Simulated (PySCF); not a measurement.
FSiGeH5, in a box:

```
F Si Ge H
1.0
    13.00000    0.00000    0.00000
     0.00000   13.00000    0.00000
     0.00000    0.00000   14.00000
F Si Ge H
1 1 1 5
Direct
  0.35253 0.58914 0.47247
  0.46421 0.55094 0.43866
  0.54287 0.45459 0.56340
  0.45033 0.48735 0.35146
  0.52586 0.64355 0.41442
  0.55675 0.52078 0.65340
  0.64947 0.41813 0.52974
  0.47803 0.35968 0.58890
```

Base run:

```yaml
Program: PySCF 2.14.0
Functional: N12
Potentials_or_basis: def2-svp (all-electron)
k_mesh: 1 × 1 × 1
Occupations: fixed
Spin: no spin polarisation
```

Its results: gap between the frontier levels 6.13 eV.

Task: After a change of settings the same cell gave: gap between the frontier levels 10.54 eV. Which change was it?
A. functional from N12 to CAM-B3LYP
B. functional from N12 to B3LYP5; dispersion from none to D3(BJM)
C. functional from N12 to B3PW91; dispersion from none to D3(BJ)
D. functional from N12 to PBE

Result: A.

Caveats: this is a molecule in a periodic box at the Γ point, so its band gap is the HOMO-LUMO gap; relativity is left out, which matters for the heavier elements; the basis of atomic orbitals isn't converged, which shifts pressures, moduli and gaps.
